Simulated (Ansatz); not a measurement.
# CrGa3: magnetic states

One table from this session's results is given with a row withheld; the runs are named, their logs left out.

Program: Ansatz 0.2.0. Level of theory: DFT PBE, scalar-relativistic, plane waves, PAW. These are calculated values, not measurements.

## The starting structure

Symmetry: Fm-3m, No. 225, cubic system. Conventional cell: a = 6.109 Å, b = 6.109 Å, c = 6.109 Å, α = 90.00°, β = 90.00°, γ = 90.00°. Ga (site symmetry -43m) has 4 Ga at 2.65 Å and 4 Cr at 2.65 Å as nearest neighbours. Ga (site symmetry m-3m) has 8 Ga at 2.65 Å as nearest neighbours. Cr (site symmetry m-3m) has 8 Ga at 2.65 Å as nearest neighbours.

Coordinates:

```cif
data_structure
_symmetry_space_group_name_H-M 'P 1'
_symmetry_Int_Tables_number 1
_cell_length_a 4.3199
_cell_length_b 4.3199
_cell_length_c 4.3199
_cell_angle_alpha 60.000
_cell_angle_beta 60.000
_cell_angle_gamma 60.000
_cell_volume 57.01
loop_
_atom_site_label
_atom_site_type_symbol
_atom_site_fract_x
_atom_site_fract_y
_atom_site_fract_z
_atom_site_occupancy
Ga1 Ga 0.25000 0.25000 0.25000 1
Ga2 Ga 0.75000 0.75000 0.75000 1
Ga3 Ga 0.50000 0.50000 0.50000 1
Cr1 Cr 0.00000 0.00000 0.00000 1
```

This is a hypothetical structure, made by putting the elements on a prototype's sites.

The first run:

(A quick probe on a coarse mesh, which set the mesh and smearing, is not shown.)

File input.yaml:

```yaml
crystal:
  lattice:
    - [0.0, 3.0546592623, 3.0546592623]
    - [3.0546592623, 0.0, 3.0546592623]
    - [3.0546592623, 3.0546592623, 0.0]
  atoms:
    - { symbol: Ga, position: [0.25, 0.25, 0.25] }
    - { symbol: Ga, position: [0.75, 0.75, 0.75] }
    - { symbol: Ga, position: [0.5, 0.5, 0.5] }
    - { symbol: Cr, position: [0.0, 0.0, 0.0], spin: 3.36 }
basis:
  ecutwfc: 420
kpoints:
  mp_grid: { grid: [6, 6, 6] }
hamiltonian:
  xc: pbe
scf:
  occupations: { method: gaussian, width: 0.1 }
output:
  forces: true
  stress: true
  eigenvalues: true
  populations: true
magnetization:
  spin_polarized: true
relax:
  adjacent_minimum: "off"
  f_tol: 0.05
  max_steps: 80
  cell: { stress_tol: 0.5 }
```

Command:

```sh
> ansatz run input.yaml --threads 1 --pin off --max-ram 2560MiB --backend cpu --events-out ev --progress --plain --runs-dir out
```

Among the steps run: A loose first relaxation; Full relaxation; Start: no spin polarisation; Start: ferromagnetic; Start: large parallel starting moments; Start: antiferromagnetic, doubled cell, propagation vector (0, 0, 1/2); Magnetic start: antiferromagnetic, doubled cell, propagation vector (0, 1/2, 1/2); Magnetic start: small parallel starting moments.

One table of the session follows, with a row left open; its other results are not shown here.

It belongs to the step «The magnetic starts in order of energy». 

```
                                                            start  energy above the lowest (meV/atom)  pressure (GPa)
                                                    ferromagnetic                                0.00             0.0
                                  large parallel starting moments                                0.00             0.0
                                  small parallel starting moments                                0.00             0.0
  antiferromagnetic, doubled cell, propagation vector (0, 0, 1/2)                                   ?               ?
antiferromagnetic, doubled cell, propagation vector (0, 1/2, 1/2)                                24.0             0.1
                                                          no spin                                 309            -7.4
```

**Question.** Estimate the row for antiferromagnetic, doubled cell, propagation vector (0, 0, 1/2).

**Answer.** energy above the lowest (meV/atom): 20.2; pressure (GPa): 0.0. In the column «energy above the lowest (meV/atom)» it lies between small parallel starting moments (0.00) and antiferromagnetic, doubled cell, propagation vector (0, 1/2, 1/2) (24.0).
